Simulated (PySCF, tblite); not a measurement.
# C6H13P: geometry, infrared bands and NMR shifts

What infrared bands and NMR shifts should C6H13P (`C/C=P\CC(C)C`) show?

Programs: tblite 0.8.0 and PySCF 2.14.0, with density-fitted response routines of our own. Each step states its level of theory. These are calculated values for one molecule in the gas phase, unless marked as measured. Atoms are numbered from 0 throughout.

## 1. The molecule as given

20 atoms, charge 0, multiplicity 1; geometry from: force field or distance geometry start.

Bonds of the start (Å): C0–C1 1.51, C1–P2 1.67, P2–C3 1.89, C3–C4 1.50, C4–C5 1.53, C4–C6 1.51, C0–H7 1.09, C0–H8 1.12, C0–H9 1.14, C1–H10 1.07, C3–H11 1.09, C3–H12 1.14, C4–H13 1.11, C5–H14 1.09, C5–H15 1.11, C5–H16 1.13, C6–H17 1.11, C6–H18 1.11, C6–H19 1.11.

## 2. Optimising the geometry with GFN2-xTB

Job settings and geometry (Å):

```
{"job": {"kind": "relax", "xc": "GFN2-xTB", "basis": "xTB"}, "charge": 0, "multiplicity": 1}
C      3.101000     0.423400     0.375300
C      2.756000    -0.857300    -0.338500
P      1.139300    -1.088900    -0.669400
C     -0.038000     0.291900    -0.145800
C     -1.449300    -0.034800    -0.537300
C     -2.304600     1.144500    -0.061100
C     -1.826200    -1.303000     0.187800
H      4.167700     0.612000     0.482200
H      2.546300     1.219100    -0.185000
H      2.564200     0.358500     1.374500
H      3.490000    -1.591300    -0.599200
H      0.343900     1.202200    -0.609100
H      0.073600     0.301900     0.993500
H     -1.474100    -0.146500    -1.642900
H     -3.257600     0.796000     0.328800
H     -2.418300     1.852900    -0.912700
H     -1.744300     1.644000     0.781500
H     -1.097900    -2.112900    -0.034800
H     -2.862700    -1.629400    -0.058600
H     -1.713900    -1.071500     1.267700
```

Command:

```
$ OMP_NUM_THREADS=1 python probes_run.py task.json out
```

This one command runs all jobs of the session in turn.

**Question.** This job is followed by: GFN2-xTB harmonic vibrations, gas phase; GIAO PBE0/pcSseg-1 NMR shielding, non-relativistic, gas phase. What will the session give for the following? strongest single infrared mode (GFN2-xTB); zero-point energy (GFN2-xTB); ¹³C shifts against TMS (PBE0/pcSseg-1, means over atoms taken as alike); ¹H shifts against TMS (PBE0/pcSseg-1, means over atoms taken as alike); ³¹P shifts against H3PO4 (PBE0/pcSseg-1); surface potential, 1st and 99th percentile.

As calculated:

| quantity | value |
| --- | --- |
| strongest single infrared mode (GFN2-xTB) | 3025 cm⁻¹, 85 km/mol |
| zero-point energy (GFN2-xTB) | 109.3 kcal/mol |
| ¹³C shifts against TMS (PBE0/pcSseg-1, means over atoms taken as alike) | 198.4, 44.1, 30.4, 26.2, 21.9 ppm |
| ¹H shifts against TMS (PBE0/pcSseg-1, means over atoms taken as alike) | 8.86, 2.32, 1.93, 1.73, 1.12 ppm |
| ³¹P shifts against H3PO4 (PBE0/pcSseg-1) | 306.6 ppm |
| surface potential, 1st and 99th percentile | -0.94 V and 0.74 V |

**Reading.** The optimisation took 58 steps and gained 0.852 eV; among the close pairs (by a distance rule), C3–H12 changed most, from 1.145 to 1.094 Å. All 54 modes are real, so the xTB geometry is a minimum. Unscaled tight-binding wavenumbers are off by several per cent, some by more. Its intensities can rank the bands wrongly. At PBE0/pcSseg-1: The widest tensor belongs to P2: span 760 ppm, with a paramagnetic part of -957 ppm. By nearest atom (PBE0/pcSseg-1), the HOMO sits on P2 40 %; C1 37 % and the LUMO on P2 43 %; C1 32 %.
